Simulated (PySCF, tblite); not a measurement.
# CH5AsB radical: infrared bands and EPR parameters

Wanted: the infrared bands and EPR parameters of CH5AsB radical (`[CH2]B[AsH2]`), by calculation.

The runs use tblite 0.8.0 and PySCF 2.14.0, with density-fitted response routines of our own; the level of theory stands in each step. All values are computed, except where a source is named. Atoms are numbered from 0 throughout.

**1. The starting structure**

8 atoms, charge 0, multiplicity 2; geometry from: GFN2-xTB.

Bonds of the start (Å): C0–B1 1.46, B1–As2 2.04, C0–H3 1.08, C0–H4 1.08, B1–H5 1.17, As2–H6 1.50, As2–H7 1.50.

**2. Harmonic vibrations with GFN2-xTB**

What the job is given:

```
{"job": {"kind": "ir", "xc": "GFN2-xTB", "basis": "xTB"}, "charge": 0, "multiplicity": 2}
C      1.312424     0.234911     0.258449
B      0.294068    -0.605942    -0.356778
As    -1.598876    -0.462003     0.377695
H      2.167013     0.624255    -0.278205
H      1.254773     0.622914     1.267853
H      0.434034    -1.332495    -1.267204
H     -2.279847    -0.031833    -0.890250
H     -1.574532     0.959606     0.863876
```

**Question.** This job is followed by: UKS B3LYP, def2-TZVP-core on As, pcH-1 on B C H, non-relativistic, mean-field spin-orbit, GIAO. Predict these results of the whole session: strongest single infrared mode (GFN2-xTB); zero-point energy (GFN2-xTB); g(iso) (B3LYP); ⟨S²⟩; largest a(iso) (averaged by class).

The runs gave:

| quantity | value |
| --- | --- |
| strongest single infrared mode (GFN2-xTB) | 1910 cm⁻¹, 756 km/mol |
| zero-point energy (GFN2-xTB) | 31.2 kcal/mol |
| g(iso) (B3LYP) | 2.00466 |
| ⟨S²⟩ | 0.759 (exact 0.75) |
| largest a(iso) (averaged by class) | 13C on C0, 45.7 MHz |

**Reading.** No mode is imaginary among the 18: a minimum at this level. Unscaled tight-binding wavenumbers are off by several per cent, some by more. Its intensities can rank the bands wrongly. Most of the unpaired spin sits on C0 (0.75 e). The isotropic g lies 2.3 ppt above the free-electron value. The hyperfine terms hold no scalar relativity, which the heavier nuclei need.
